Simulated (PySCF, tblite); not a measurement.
# C₂H₅ClO₂Si: magnetic properties

Aim: compute the magnetic properties of C₂H₅ClO₂Si (`O[SiH2]O/C=C\Cl`).

Programs: tblite 0.8.0 and PySCF 2.14.0, with routines of our own; each step states its level. All values are computed. Atoms count from 0.

## 1. The starting structure

11 atoms, charge 0, multiplicity 1; geometry from: force field or distance geometry start.

## 2. Geometry optimisation with GFN2-xTB, one coordinate held

What the job is given:

```
{"job": {"kind": "relax", "xc": "GFN2-xTB", "basis": "xTB"}, "charge": 0, "multiplicity": 1}
O     -2.184800    -0.677000     0.643700
Si    -1.556800     0.375300    -0.481000
O      0.045500     0.667500    -0.086200
C      0.414300     0.949100     1.192700
C      1.675300     1.197900     1.560400
Cl     2.989000     1.233200     0.456500
H     -2.071100    -0.397200     1.562700
H     -2.320600     1.634700    -0.421800
H     -1.637900    -0.247600    -1.814200
H     -0.382600     0.934900     1.944200
H      1.978300     1.411100     2.567400
```

The run is started by

```
> OMP_NUM_THREADS=1 python excited_run.py task.json out
```

This one command runs all jobs of the session in turn.

The log of the run:

```text
step      E/eV     max force
  0    -579.82195    1.060
  1    -579.86226    0.609
  2    -579.89171    0.566
  3    -579.90094    0.304
  4    -579.91230    0.289
  5    -579.92674    0.494
  6    -579.94054    0.563
  7    -579.95042    0.324
  8    -579.95520    0.264
  9    -579.95868    0.239
 10    -579.96372    0.295
 11    -579.96991    0.335
 12    -579.97496    0.239
 13    -579.97772    0.144
 14    -579.97934    0.175
 15    -579.98149    0.270
 16    -579.98526    0.317
 17    -579.98935    0.233
 18    -579.99260    0.118
 19    -579.99525    0.133
 20    -579.99830    0.196
 21    -580.00132    0.194
 22    -580.00377    0.168
 23    -580.00505    0.113
 24    -580.00603    0.085
 25    -580.00708    0.107
 26    -580.00848    0.117
 27    -580.00970    0.084
 28    -580.01062    0.064
 29    -580.01138    0.095
 30    -580.01213    0.113
 31    -580.01270    0.098
 32    -580.01306    0.082
 33    -580.01338    0.091
 34    -580.01388    0.103
 35    -580.01478    0.120
 36    -580.01624    0.160
 37    -580.01808    0.173
 38    -580.01584    0.741
 39    -580.02225    0.163
 40    -580.02441    0.140
 41    -580.02782    0.435
 42    -580.03110    0.428
 43    -580.03873    0.390
 44    -580.04575    0.202
 45    -579.99280    1.899
 46    -580.05122    0.154
 47    -580.05368    0.123
 48    -580.05472    0.615
 49    -580.05969    0.145
 50    -580.06125    0.143
 51    -580.06462    0.186
 52    -580.06625    0.156
 53    -580.06950    0.210
 54    -580.07248    0.258
 55    -580.07656    0.171
 56    -580.07803    0.113
 57    -580.07875    0.107
 58    -580.07919    0.109
 59    -580.07979    0.150
 60    -580.08079    0.125
 61    -580.08224    0.109
 62    -580.08405    0.119
 63    -580.08580    0.086
 64    -580.08669    0.113
 65    -580.08704    0.117
 66    -580.08747    0.069
 67    -580.08820    0.064
 68    -580.08852    0.059
 69    -580.08880    0.080
 70    -580.08897    0.096
 71    -580.08915    0.091
 72    -580.08933    0.058
 73    -580.08943    0.041
 74    -580.08947    0.042
 75    -580.08953    0.045
 76    -580.08960    0.045
 77    -580.08966    0.036
 78    -580.08968    0.027
 79    -580.08970    0.029
 80    -580.08971    0.029
 81    -580.08974    0.031
 82    -580.08977    0.031
 83    -580.08981    0.029
 84    -580.08982    0.027
```

Wall time 0.71 s (1 thread of Arm Neoverse V1, shared host); peak memory 0.18 GiB.

One coordinate is held by a constraint (a dihedral, as typed in the start), so the force along it need not vanish.

Relaxation path: (not every step is listed)

```csv
step,energy from step 0 (eV),largest force (eV/Å)
0,0.0000,1.0604
1,-0.0403,0.6088
2,-0.0698,0.5656
3,-0.0790,0.3037
4,-0.0903,0.2892
5,-0.1048,0.4936
6,-0.1186,0.5633
7,-0.1285,0.3239
8,-0.1332,0.2638
15,-0.1595,0.2699
22,-0.1818,0.1676
29,-0.1894,0.0951
36,-0.1943,0.1596
43,-0.2168,0.3900
50,-0.2393,0.1431
57,-0.2568,0.1071
64,-0.2647,0.1131
71,-0.2672,0.0906
78,-0.2677,0.0269
79,-0.2677,0.0288
80,-0.2678,0.0292
81,-0.2678,0.0309
82,-0.2678,0.0309
83,-0.2679,0.0292
84,-0.2679,0.0272
```

Distances of close pairs at the start and the end, largest changes first:

```csv
bond,before (Å),after (Å),change (Å)
O0–Si1,1.663,1.623,-0.040
Si1–O2,1.676,1.638,-0.038
O2–C3,1.360,1.337,-0.023
Si1–H8,1.474,1.451,-0.023
Si1–H7,1.474,1.453,-0.022
O0–H6,0.967,0.954,-0.013
C3–H9,1.095,1.085,-0.010
C3–C4,1.337,1.328,-0.009
```

The end geometry stands in the next job.

## 3. Magnetic properties: GIAO PBE/pcSseg-1

What the job is given:

```
{"job": {"kind": "mag", "xc": "PBE", "basis": "pcSseg-1", "isotopologues": 0}, "charge": 0, "multiplicity": 1}
O     -2.549439    -0.278625     0.715726
Si    -1.574213     0.422518    -0.375696
O     -0.032916     0.593723     0.151197
C      0.469556     1.020790     1.314633
C      1.756634     1.284869     1.505838
Cl     2.927766     1.128385     0.256530
H     -2.420550    -1.165449     1.043160
H     -2.237545     1.706025    -0.525826
H     -1.310449    -0.386159    -1.551124
H     -0.225405     1.141375     2.139067
H      2.145846     1.612730     2.453295
```

Method: GIAO PBE/pcSseg-1 magnetisability, rotational g tensor and spin-rotation constants, non-relativistic, gas phase.

The log of the run:

```text
coarse grid: 10696 points
cycle   1  E = -978.4992064073  dE =  8.713e-01  |g| = 1.040e+00  |ddm| = 3.193e+00
cycle   2  E = -977.8289232233  dE =  6.703e-01  |g| = 2.113e+00  |ddm| = 2.911e+00
cycle   3  E = -978.6744920029  dE = -8.456e-01  |g| = 2.312e-01  |ddm| = 2.406e+00
cycle   4  E = -978.6795459718  dE = -5.054e-03  |g| = 1.865e-01  |ddm| = 3.816e-01
cycle   5  E = -978.6881796804  dE = -8.634e-03  |g| = 4.997e-02  |ddm| = 1.915e-01
cycle   6  E = -978.6886963045  dE = -5.166e-04  |g| = 1.671e-02  |ddm| = 5.269e-02
cycle   7  E = -978.6887464310  dE = -5.013e-05  |g| = 5.767e-03  |ddm| = 1.732e-02
cycle   8  E = -978.6887525990  dE = -6.168e-06  |g| = 1.234e-03  |ddm| = 5.063e-03
final grid: 95368 points
cycle   9  E = -978.7601769780  dE = -5.073e-06  |g| = 1.647e-02  |ddm| = 2.268e-02
cycle  10  E = -978.7600136981  dE =  1.633e-04  |g| = 3.355e-02  |ddm| = 3.533e-02
cycle  11  E = -978.7602203248  dE = -2.066e-04  |g| = 4.775e-03  |ddm| = 2.796e-02
cycle  12  E = -978.7602254452  dE = -5.120e-06  |g| = 1.488e-03  |ddm| = 5.306e-03
cycle  13  E = -978.7602259643  dE = -5.191e-07  |g| = 2.423e-04  |ddm| = 1.558e-03
cycle  14  E = -978.7602259797  dE = -1.538e-08  |g| = 6.309e-05  |ddm| = 3.001e-04
cycle  15  E = -978.7602259806  dE = -8.797e-10  |g| = 1.772e-05  |ddm| = 7.566e-05
converged SCF energy = -978.7602259806

Magnetisability tensor (1e-30 J/T^2)
    -1036.27       16.05       25.36
       16.05    -1093.96       20.45
       25.36       20.45    -1039.72
isotropic -1056.65   principal values   -1101.77  -1063.05  -1005.13
isotropic susceptibility -63.633 1e-6 cm^3/mol

Inertial axes            a          b          c
rot. const./GHz      8.0134     0.9069     0.8404
chi total           -61.847    -62.810    -66.242
chi diamagnetic    -251.057  -1315.961  -1421.450
chi paramagnetic    189.211   1253.151   1355.207
quadrupole/D A       -4.436      3.364      1.072
g nuclear            0.6293     0.5230     0.5268
g electronic        -0.7123    -0.5339    -0.5351
g total             -0.0830    -0.0109    -0.0083

Spin-rotation constants (kHz, H = +C I.J)
atom  isotope        aa         bb         cc
  5   35Cl        2.251      0.194      0.138
  6     1H       -1.034     -0.103      0.007
  7     1H       -0.645     -0.082      0.037
  8     1H       -0.754      0.015     -0.039
  9     1H       -0.383      0.040     -0.085
 10     1H       -0.432      0.024     -0.090
  0    17O*      -0.633     -0.086     -0.098
  1   29Si*      -4.962     -0.540     -0.509
  2    17O*      -1.971     -0.183     -0.080
  3    13C*       2.538      0.430      0.181
  4    13C*       2.155      0.363      0.166
* in the singly substituted isotopologue
```

Run time: 19 s. Hardware: 1 thread of Arm Neoverse V1, shared host; peak memory 0.53 GiB.

From this job:

```csv
quantity,value
magnetisability,-1057·10⁻³⁰ J/T²
molar susceptibility,-63.6·10⁻⁶ cm³/mol
"rotational g (a, b, c)","-0.0830, -0.0109, -0.0083"
```

## 4. What came out

```
                                          quantity                      value
       magnetisability (step 3, GIAO PBE/pcSseg-1)           -1057·10⁻³⁰ J/T²
  molar susceptibility (step 3, GIAO PBE/pcSseg-1)         -63.6·10⁻⁶ cm³/mol
rotational g (a, b, c) (step 3, GIAO PBE/pcSseg-1)  -0.0830, -0.0109, -0.0083
```

**Reading.** The values above hold for this geometry and these levels alone. Vibrational averaging and real surroundings are missing from these values.
